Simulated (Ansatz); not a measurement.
Geometry optimisation, DFT PBEsol, scalar-relativistic, plane waves, PAW (Ansatz).

Input file:

```yaml
crystal:
  lattice:
    - [6.6, 0.0, 0.0]
    - [0.0, 6.6, 0.0]
    - [0.0, 0.0, 6.6]
  atoms:
    - { symbol: Nb, position: [0.0, 0.0, 0.0] }
    - { symbol: Nb, position: [0.5, 0.0, 0.0] }
    - { symbol: Nb, position: [0.0, 0.5, 0.0] }
    - { symbol: Nb, position: [0.0, 0.0, 0.5] }
    - { symbol: Nb, position: [0.25, 0.25, 0.25] }
    - { symbol: Nb, position: [0.5, 0.5, 0.0] }
    - { symbol: Nb, position: [0.5, 0.0, 0.5] }
    - { symbol: Nb, position: [0.75, 0.25, 0.25] }
    - { symbol: Nb, position: [0.0, 0.5, 0.5] }
    - { symbol: Nb, position: [0.25, 0.75, 0.25] }
    - { symbol: Nb, position: [0.25, 0.25, 0.75] }
    - { symbol: Nb, position: [0.5, 0.5, 0.5] }
    - { symbol: Nb, position: [0.75, 0.75, 0.25] }
    - { symbol: Nb, position: [0.75, 0.25, 0.75] }
    - { symbol: Nb, position: [0.25, 0.75, 0.75] }
    - { symbol: Nb, position: [0.75, 0.75, 0.75] }
    - { symbol: H, position: [0.4987902, 0.7593159, 0.6232636] }
basis:
  ecutwfc: 420.0
kpoints:
  mp_grid: { grid: [2, 2, 2] }
hamiltonian:
  xc: pbesol
scf:
  occupations: { method: fermi_dirac, width: 0.05 }
  lower_state_search: "off"
relax:
  f_tol: 0.08
  max_steps: 25
  adjacent_minimum: "off"
output:
  write_density: true
  write_potential: true
  elf: true
  volumetric_format: npy
```

Command:

```bash
$ ansatz run input.yaml --threads 2 --pin off --max-ram 5120MiB --backend cpu --events-out ev --progress --plain --runs-dir out
```

Where does it end, and by what steps?

It converged. Limits of this set-up: coarse k mesh, odd electron count without spin, a small cell, in which the defect meets its images. After 5 steps the energy has fallen by 0.213 eV; Nb7 moved furthest, 0.08 Å.

| step | energy less start (eV) | largest force component (eV/Å) | accepted |
| --- | --- | --- | --- |
| 0 | 0.0000 | 1.485 | yes |
| 1 | 0.0853 | 1.120 | no |
| 2 | -0.1937 | 0.246 | yes |
| 3 | -0.1937 | 0.320 | no |
| 4 | -0.2105 | 0.089 | yes |
| 5 | -0.2131 | 0.004 | yes |

```xyz
17
Lattice="6.6000 0.0000 0.0000 0.0000 6.6000 0.0000 0.0000 0.0000 6.6000" Properties=species:S:1:pos:R:3
Nb 0.000 -0.002 0.021
Nb 3.300 0.022 0.000
Nb 0.000 3.309 0.021
Nb 0.000 -0.003 3.314
Nb 1.655 1.654 1.628
Nb 3.300 3.285 0.000
Nb 3.300 0.062 3.252
Nb 4.944 1.654 1.628
Nb 0.000 3.310 3.315
Nb 1.631 4.954 1.649
Nb 1.656 1.654 4.934
Nb 3.300 3.245 3.253
Nb 4.968 4.954 1.649
Nb 4.943 1.654 4.934
Nb 1.591 4.954 4.996
Nb 5.008 4.954 4.996
H 3.299 4.954 4.124
```

Whether the end is a true minimum wasn't checked by a vibrational analysis.

Run time: 42 s on 2 threads of AMD EPYC 7R43 64-Core Processor (Zen 3), on a shared host, peak memory 0.89 GiB.
